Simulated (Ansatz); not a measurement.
**C3H6SSi: one species, many methods**

An exercise on one series of results from a longer session: the logs are not shown, and one member is left open.

Program: Ansatz 0.2.0, Gaussian basis. Level of theory: functionals in def2-TZVPP, the program's frozen cores in correlated methods. These are calculated values, not measurements.

Plan: LDA (SPW92), PBE-D4, revPBE-D4, BLYP-D4, r2SCAN-D4, B97M-V, PBE0-D4, B3LYP-D4, r2SCANh-D4, r2SCAN0-D4, HSE06-D4, BHLYP-D4, CAM-B3LYP-D4, LC-ωPBE, ωB97X-V, ωB97M-V, B2PLYP, PBE-QIDH; CCSD(T)/def2-SVP; CCSD(T)/def2-TZVPP; MP2/def2-QZVPP; extrapolation to the limit; RPA on PBE.

**The relaxed structure**

All runs share one geometry, relaxed beforehand with PBE0-D4 in a triple-zeta def2 set.

11 atoms, charge 0, spin multiplicity 1.

Atoms are counted from 1 here; the program's logs count them from 0.

Bond lengths: Si1–C2 1.882 Å, Si1–H6 1.487 Å, Si1–H7 1.483 Å, Si1–H8 1.490 Å, C2–C3 1.496 Å, C2–S5 1.848 Å, C2–H9 1.093 Å, C3–C4 1.338 Å, C3–H10 1.082 Å, C4–S5 1.757 Å, C4–H11 1.081 Å. Angles: C2–Si1–H6 110.0°, C2–Si1–H7 108.6°, C2–Si1–H8 109.5°, H6–Si1–H7 110.6°, H6–Si1–H8 108.4°, H7–Si1–H8 109.7°, Si1–C2–C3 114.7°, Si1–C2–S5 109.4°, Si1–C2–H9 113.3°, C3–C2–S5 88.6°, C3–C2–H9 116.3°, S5–C2–H9 111.9°, C2–C3–C4 99.6°, C2–C3–H10 128.8°, C4–C3–H10 131.5°, C3–C4–S5 97.8°, C3–C4–H11 134.4°, S5–C4–H11 127.7° and more.

Set-up of the first run:

File in.yaml:

```yaml
crystal:
  periodic: [false, false, false]
  atoms:
    - {symbol: Si, position_ang: [-1.514010, -0.100120, 0.619811]}
    - {symbol: C, position_ang: [0.268991, 0.483159, 0.464152]}
    - {symbol: C, position_ang: [1.206674, -0.523317, -0.124023]}
    - {symbol: C, position_ang: [1.424763, 0.044056, -1.316269]}
    - {symbol: S, position_ang: [0.453047, 1.487661, -1.075984]}
    - {symbol: H, position_ang: [-2.408192, 1.058644, 0.879430]}
    - {symbol: H, position_ang: [-1.898633, -0.784273, -0.638072]}
    - {symbol: H, position_ang: [-1.629271, -1.048510, 1.762823]}
    - {symbol: H, position_ang: [0.626249, 1.020713, 1.345955]}
    - {symbol: H, position_ang: [1.556144, -1.454991, 0.302156]}
    - {symbol: H, position_ang: [1.979641, -0.240022, -2.199478]}
basis:
  gaussian: {orbitals: def2-TZVPP}
hamiltonian: {xc: lda}
output: {orbitals: {seedname: orbitals}}
```

Among the steps run: LDA; PBE-D4 (GGA); revPBE-D4 (GGA); BLYP-D4 (GGA); r2SCAN-D4 (meta-GGA); B97M-V (meta-GGA); PBE0-D4 (hybrid); B3LYP-D4 (hybrid); r2SCANh-D4 (hybrid); r2SCAN0-D4 (hybrid); HSE06-D4 (hybrid); BHLYP-D4 (hybrid); CAM-B3LYP-D4 (range-separated); LC-ωPBE (range-separated); ωB97X-V (range-separated); ωB97M-V (range-separated); B2PLYP (double hybrid); PBE-QIDH (double hybrid).

One of the session's tables, all rows but one given; the rest of the session is left out.

It belongs to the step «Frontier levels by functional». 

| functional | HOMO (eV) | gap (eV) |
| --- | --- | --- |
| LDA (SPW92) | -5.49 | 3.94 |
| PBE-D4 | -5.33 | 3.99 |
| revPBE-D4 | -5.27 | 4.02 |
| BLYP-D4 | -5.16 | 3.95 |
| r2SCAN-D4 | -5.52 | 4.41 |
| B97M-V | -5.59 | 4.47 |
| PBE0-D4 | -6.41 | 6.07 |
| B3LYP-D4 | -6.18 | 5.62 |
| r2SCANh-D4 | -5.92 | 5.18 |
| r2SCAN0-D4 | -6.53 | 6.34 |
| HSE06-D4 | -6.01 | 5.29 |
| BHLYP-D4 | -7.32 | 8.04 |
| CAM-B3LYP-D4 | ? | ? |
| LC-ωPBE | -9.02 | 11.04 |
| ωB97X-V | -8.66 | 10.52 |
| ωB97M-V | -8.54 | 10.17 |

**Question.** Estimate the row for CAM-B3LYP-D4.

**Answer.** HOMO (eV): -7.66; gap (eV): 8.46. In the column «HOMO (eV)» it lies between ωB97M-V (-8.54) and BHLYP-D4 (-7.32).
